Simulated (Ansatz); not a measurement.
**C2H8AlNO2: vertical ionisation energy**

The task here is to estimate one member of a computed series from the others.

The runs use Ansatz 0.2.0, Gaussian basis; unrestricted cation, the program's frozen cores in correlated methods.

Plan: UKS PBE-D4/def2-TZVPP; UKS r2SCAN-D4/def2-TZVPP; UKS PBE0-D4/def2-TZVPP; UKS B3LYP-D4/def2-TZVPP; UKS wB97X-V/def2-TZVPP; UKS wB97M-V/def2-TZVPP; UKS B2PLYP/def2-TZVPP; UHF-CCSD(T)/def2-TZVPP; UHF-MP2/def2-QZVPP; extrapolation to the limit; then −ε(HOMO) from the neutral's earlier runs with LDA (SPW92), PBE-D4, revPBE-D4, BLYP-D4, r2SCAN-D4, B97M-V, PBE0-D4, B3LYP-D4, r2SCANh-D4, r2SCAN0-D4, HSE06-D4, BHLYP-D4, CAM-B3LYP-D4, LC-ωPBE, ωB97X-V, ωB97M-V.

### Structure used throughout

All runs share one geometry, relaxed beforehand with PBE0-D4 in a triple-zeta def2 set.

SMILES `C[O][Al]([NH2])[O]C`, 14 atoms, charge 0, spin multiplicity 1.

Atoms are counted from 1 here; the program's logs count them from 0.

Bond lengths: C1–O2 1.391 Å, C1–H7 1.096 Å, C1–H8 1.096 Å, C1–H9 1.097 Å, O2–Al3 1.681 Å, Al3–N4 1.756 Å, Al3–O5 1.681 Å, N4–H10 1.005 Å, N4–H11 1.005 Å, O5–C6 1.391 Å, C6–H12 1.096 Å, C6–H13 1.097 Å, C6–H14 1.096 Å. Angles: O2–C1–H7 110.4°, O2–C1–H8 110.3°, O2–C1–H9 112.9°, H7–C1–H8 107.7°, H7–C1–H9 107.7°, H8–C1–H9 107.7°, C1–O2–Al3 139.9°, O2–Al3–N4 117.8°, O2–Al3–O5 124.4°, N4–Al3–O5 117.8°, Al3–N4–H10 124.4°, Al3–N4–H11 124.4°, H10–N4–H11 111.1°, Al3–O5–C6 139.8°, O5–C6–H12 110.4°, O5–C6–H13 112.9°, O5–C6–H14 110.3°, H12–C6–H13 107.7° and more.

Set-up of the first run:

in.yaml

```yaml
crystal:
  periodic: [false, false, false]
  atoms:
    - {symbol: C, position_ang: [0.177164, 0.512477, 2.216654]}
    - {symbol: O, position_ang: [0.397064, -0.547853, 1.343131]}
    - {symbol: Al, position_ang: [0.261889, -0.915398, -0.291277]}
    - {symbol: N, position_ang: [0.723130, -2.528388, -0.808319]}
    - {symbol: O, position_ang: [-0.283380, 0.157513, -1.464440]}
    - {symbol: C, position_ang: [-0.747189, 1.464412, -1.576901]}
    - {symbol: H, position_ang: [-0.580180, 0.242926, 2.961512]}
    - {symbol: H, position_ang: [1.099715, 0.759920, 2.753730]}
    - {symbol: H, position_ang: [-0.165575, 1.421356, 1.706064]}
    - {symbol: H, position_ang: [1.062938, -3.247266, -0.193190]}
    - {symbol: H, position_ang: [0.682810, -2.854196, -1.758511]}
    - {symbol: H, position_ang: [-1.776399, 1.473436, -1.953333]}
    - {symbol: H, position_ang: [-0.736539, 2.004226, -0.621536]}
    - {symbol: H, position_ang: [-0.128447, 2.027536, -2.284582]}
basis:
  gaussian: {orbitals: def2-TZVPP}
total_charge: 1
magnetization: {spin_polarized: true, initial_magnetization: 1}
hamiltonian: {xc: pbe, dispersion: d4}
```

Run with:

```console
$ ansatz run in.yaml --threads 2 --pin off --events-out ev --progress --plain --max-ram 31744MiB --backend cuda --devices 0, --max-vram 18GiB
```

Among the steps run: Cation, UKS PBE-D4/def2-TZVPP; Cation, UKS r2SCAN-D4/def2-TZVPP; Cation, UKS PBE0-D4/def2-TZVPP; Cation, UKS B3LYP-D4/def2-TZVPP; Cation, UKS wB97X-V/def2-TZVPP; Cation, UKS wB97M-V/def2-TZVPP; Cation, UKS B2PLYP (frozen core)/def2-TZVPP; Cation, UHF-CCSD(T)/def2-TZVPP; Cation, UHF-MP2/def2-QZVPP.

One table of the session follows, with a row left open; its other results are not shown here.

Orbital estimates, from the neutral's runs:

```
  functional  −ε(HOMO) (eV)
 LDA (SPW92)           5.86
      PBE-D4           5.69
   revPBE-D4           5.63
     BLYP-D4           5.55
   r2SCAN-D4           5.98
      B97M-V           6.05
     PBE0-D4           7.12
    B3LYP-D4           6.86
  r2SCANh-D4           6.52
  r2SCAN0-D4           7.33
    HSE06-D4           6.72
    BHLYP-D4           8.45
CAM-B3LYP-D4              ?
     LC-ωPBE          10.00
     ωB97X-V           9.61
     ωB97M-V           9.52
```

Q: Estimate the row for CAM-B3LYP-D4 from the others.

The run gave: −ε(HOMO) (eV): 8.56. In the column «−ε(HOMO) (eV)» it lies between BHLYP-D4 (8.45) and ωB97M-V (9.52).
